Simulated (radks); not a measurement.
**Lu⁴⁺ in [Kr] 4d10 4f13 5s1.75 5p6 5f0.25: an all-electron calculation**

What are the levels of the lutetium ion Lu4+, how large are its shells, and how does its energy divide?

The numbers are computed with radks (a radial shooting solver on a logarithmic mesh, Libxc functionals) version 1 (Dirac Kohn-Sham, OLYP, spin-unpolarised, spherical densities, finite nucleus; open shells are shared between the two j in proportion to 2j + 1), except any that are marked as measured or tabulated.

## (1) What is computed

| Quantity | Value |
| --- | --- |
| element | lutetium (Z = 71) |
| charge | +4 |
| electrons | 67 |
| configuration | [Kr] 4d10 4f13 5s1.75 5p6 5f0.25 |
| nuclear rms radius | 5.37 fm |

## (2) The calculation

The run's settings:

```text
Z 71
configuration [Kr] 4d10 4f13 5s1.75 5p6 5f0.25 6s0 5d0
relativity Dirac
functional optx,lyp
spin unpolarised
j_filling average
nucleus finite rms 5.37 fm
c 137.035999084
```

The run is started by

```bash
python run_ks.py task.json out
```

This one command runs every case of the session in turn.

Q: Predict the outcome of this run.

**Answer**, as computed:

```
                        quantity                   value
                    total energy     -14580.4792 hartree
exchange-correlation share of it                  2.10 %
                            −T/E                  1.1143
          highest occupied level       5f7/2, -17.696 eV
    most extended occupied level  5f7/2, <r> = 3.58 bohr
 radius at density 0.001 e/bohr³               3.17 bohr
    maxima of the radial density                       4
```

The radial density shows 4 maxima for 5 occupied principal shells; where shells overlap, one shows as a shoulder or not at all. Relativity lifts −T/E to 1.114. This is not the tabulated ground configuration, so its levels and sizes aren't those of the ground state, and no measured value stands beside it.
